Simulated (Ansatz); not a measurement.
**Nb: which structure wins at one pressure**

Which of fcc, bcc, hcp, beta tin, simple hexagonal, diamond has the lowest enthalpy for Nb at one common pressure? The runs shown use LAPW. Companion runs by PAW are cited.

Method: DFT, LDA, all-electron LAPW, scalar-relativistic, in Ansatz 0.2.0.

## (1) The structure to begin with

Symmetry: Fm-3m, No. 225, cubic system. Conventional cell: a = 3.109 Å, b = 3.109 Å, c = 3.109 Å, α = 90.00°, β = 90.00°, γ = 90.00°. Nb (site symmetry m-3m) has 12 Nb at 2.20 Å in its first shell of neighbours.

Structure file:

```
Nb
1.0
     0.00000    1.55454    1.55454
     1.55454    0.00000    1.55454
     1.55454    1.55454    0.00000
Nb
1
Cartesian
  0.0000 0.0000 0.0000
```

## (2) Fcc relaxed under pressure, LAPW

File input.yaml:

```yaml
crystal:
  lattice:
    - [0.0, 1.5545448232, 1.5545448232]
    - [1.5545448232, 0.0, 1.5545448232]
    - [1.5545448232, 1.5545448232, 0.0]
  atoms:
    - { symbol: Nb, position: [0.0, 0.0, 0.0] }
kpoints:
  mp_grid: { grid: [21, 21, 21] }
scf:
  occupations: { method: fermi_dirac, width: 0.05 }
hamiltonian:
  xc: lda
  pseudopotentials: { kind: all_electron, lapw: { basis_error: 0.0005 } }
output:
  forces: true
  stress: true
  eigenvalues: true
relax:
  f_tol: 0.005
  max_steps: 12
  cell: { p_target: 720.0, stress_tol: 0.36 }
```

Launch:

```console
$ ansatz run input.yaml --threads 1 --pin off --max-ram 3584MiB --backend cpu --events-out ev --progress --plain --runs-dir out
```

After this run come: Bcc relaxed under pressure, LAPW; Hcp relaxed under pressure, LAPW; Beta tin relaxed under pressure, LAPW; Simple hexagonal relaxed under pressure, LAPW; Diamond relaxed under pressure, LAPW.

**Question.** What will these runs give? Wanted: pressure; lowest (for each run or level that gives them).

As calculated:

| quantity | value |
| --- | --- |
| pressure | 720 GPa |
| lowest (LAPW) | bcc, 496.6 meV/atom under fcc |
| lowest (PAW) | bcc, 488.4 meV/atom under fcc |

What this shows: By LAPW the order is bcc < fcc < hcp < beta tin < simple hexagonal < diamond. By PAW the order is bcc < fcc < hcp < beta tin < simple hexagonal < diamond. The methods agree on the lowest phase. Only these structures were tried, with electrons smeared by 0.05 eV and without vibrations, so the true ground state may be another. The k meshes differ between phases and weren't tested, which can move differences by some meV.
